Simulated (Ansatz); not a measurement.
# CH7GaInN: the cost of one run

Program: Ansatz 0.2.0. Level of theory: RKS PBE0-D4/def2-SVP. These are calculated values, not measurements.

## 1. The system as given

Bond lengths: C1–N2 1.457 Å, N2–Ga3 1.852 Å, Ga3–In4 2.695 Å, C1–H5 1.096 Å, C1–H6 1.096 Å, C1–H7 1.105 Å, N2–H8 1.015 Å, Ga3–H9 1.636 Å, In4–H10 1.794 Å, In4–H11 1.792 Å. Angles (14 of 15 angles, heavy atoms first): C1–N2–Ga3 125.5°, N2–Ga3–In4 111.7°, C1–N2–H8 110.5°, Ga3–N2–H8 124.1°, N2–C1–H5 112.2°, N2–C1–H6 112.0°, N2–C1–H7 108.4°, N2–Ga3–H9 109.7°, In4–Ga3–H9 138.6°, Ga3–In4–H10 125.2°, Ga3–In4–H11 124.2°, H5–C1–H6 108.4°, H5–C1–H7 107.8°, H6–C1–H7 107.8°.

Coordinates:

```xyz
11

C    -0.8659    1.3996   -0.0888
N     0.1714    1.0910    0.8860
Ga    1.1296   -0.4913    0.9702
In    0.3907   -2.2062   -0.9731
H    -0.6183    2.2806   -0.6919
H    -1.8394    1.5680    0.3858
H    -0.9688    0.5386   -0.7737
H     0.3044    1.8710    1.5222
H     2.1594   -0.4455    2.2409
H     1.2903   -2.4895   -2.4990
H    -1.1532   -3.1163   -0.9788
```

## 2. Relaxing end A

The input, input.yaml:

```yaml
crystal:
  periodic: [false, false, false]
  atoms:
    - { symbol: C, position_ang: [-0.86595, 1.39962, -0.08877] }
    - { symbol: "N", position_ang: [0.17136, 1.09099, 0.886] }
    - { symbol: Ga, position_ang: [1.12964, -0.49128, 0.97021] }
    - { symbol: In, position_ang: [0.3907, -2.20624, -0.9731] }
    - { symbol: H, position_ang: [-0.61827, 2.28061, -0.69186] }
    - { symbol: H, position_ang: [-1.83938, 1.56796, 0.38576] }
    - { symbol: H, position_ang: [-0.96885, 0.53862, -0.77367] }
    - { symbol: H, position_ang: [0.30435, 1.87101, 1.52221] }
    - { symbol: H, position_ang: [2.15936, -0.44547, 2.24094] }
    - { symbol: H, position_ang: [1.29028, -2.48955, -2.49897] }
    - { symbol: H, position_ang: [-1.15323, -3.11628, -0.97876] }
basis:
  gaussian: { orbitals: def2-SVP }
hamiltonian:
  xc: pbe0
  dispersion: d4
relax:
  f_tol: 0.015
  max_steps: 40
```

Started as:

```sh
> ansatz run input.yaml --threads 2 --pin off --max-ram 3072MiB --backend cpu --events-out ev --progress --plain --runs-dir out
```

Q: Estimate wall time and peak memory on 2 threads of Arm Neoverse V2, shared host.

About 68 s, with a peak of 0.33 GiB.
